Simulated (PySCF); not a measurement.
# [Sm(H2O)]3+: other functionals and bases at one geometry

An exercise on one series of results from a longer session: the logs are not shown, and one member is left open.

Program: PySCF 2.14.0. Level of theory: several levels, as the steps say, no spin–orbit coupling. These are calculated values, not measurements.

1 further run of the same task is left out (for a known fault of the program).

**The starting structure**

4 atoms, charge 3, spin multiplicity 1.

Bond lengths: Sm1–O2 2.230 Å, O2–H3 1.001 Å, O2–H4 1.001 Å. Angles: Sm1–O2–H3 128.9°, Sm1–O2–H4 128.9°, H3–O2–H4 102.2°.

Coordinates:

```xyz
4

Sm    0.0000    0.0000   -0.0905
O     0.0000    0.0000    2.1396
H     0.7788    0.0000    2.7683
H    -0.7788    0.0000    2.7683
```

Formal oxidation states: Sm +3. Each metal's 5 4f electrons lie in its core potential, so multiplicities, spins and levels count the valence alone. An earlier session relaxed this geometry at PBE0, Sm lcecp-1-SVP with ECP51, O def2-SVP, H def2-SVP (singlet, point group C2v).

At PBE0 on the finer grid: E = -109.675118 Eh, HOMO -27.86 eV, LUMO -20.46 eV, Mulliken charge on Sm1 +2.57 e, largest force component 0.002 eV/Å. 

Levels to run: TPSSh; B3LYP; PBE0, TZVP. Hardware: 2 threads of Intel Xeon Platinum 8259CL at 2.50GHz (Skylake/Cascade Lake), shared host.

Set-up of the first run:

The input, run.py (the lines that set the calculation):

```python
mol = gto.M(atom='''
Sm     0.00000     0.00000    -0.09047
O      0.00000     0.00000     2.13963
H      0.77879     0.00000     2.76826
H     -0.77879     0.00000     2.76826''',
    basis={'Sm': 'lcecp-1-SVP', 'O': 'def2-SVP', 'H': 'def2-SVP'},
    ecp={'Sm': 'lcecp-1-SVP'},
    charge=3, spin=0)
mf = dft.RKS(mol, xc='TPSSH')
mf.grids.atom_grid = (75, 302)  # f atoms: unpruned, at least (60, 302)
mf = mf.density_fit()  # fitting sets: Sm AutoAux, O def2-universal-JKFIT, H def2-universal-JKFIT
mf.conv_tol = 1e-08; mf.max_cycle = 55
mf.kernel(dm0)  # dm0: the density of the relaxed state
```

Command:

```
$ OMP_NUM_THREADS=2 python run.py
```

Steps of the session up to this table: TPSSh; B3LYP; PBE0, TZVP.

One table of the session follows, with a row left open; its other results are not shown here.

```
              level  HOMO (eV)  gap (eV)  charge on Sm1 (e)  dipole (D)  largest force component (eV/Å)
PBE0 (relaxed here)     -27.86      7.40               2.57        2.96                            0.00
              TPSSh     -26.89      6.04               2.56        3.06                            0.21
              B3LYP     -27.57      6.74               2.55        3.03                            0.16
         PBE0, TZVP          ?         ?                  ?           ?                               ?
```

Q: Estimate the row for PBE0, TZVP from the others.

**Answer.** HOMO (eV): -27.85; gap (eV): 7.43; charge on Sm1 (e): 2.64; dipole (D): 3.02; largest force component (eV/Å): 0.27. In the column «HOMO (eV)» it lies between PBE0 (relaxed here) (-27.86) and B3LYP (-27.57).

The dipole of a charged species depends on the origin, so these sizes hold for this origin alone.

In one basis the HOMO–LUMO gap runs from 6.04 eV (TPSSh) to 7.40 eV (PBE0). The largest leftover force, 0.27 eV/Å with PBE0, TZVP, stands at a geometry relaxed at another level. With 4f in the core, its levels are missing from HOMO and gap, and its count is fixed, so no charge can pass from the ligands into it. Total energies of different levels can't be compared.
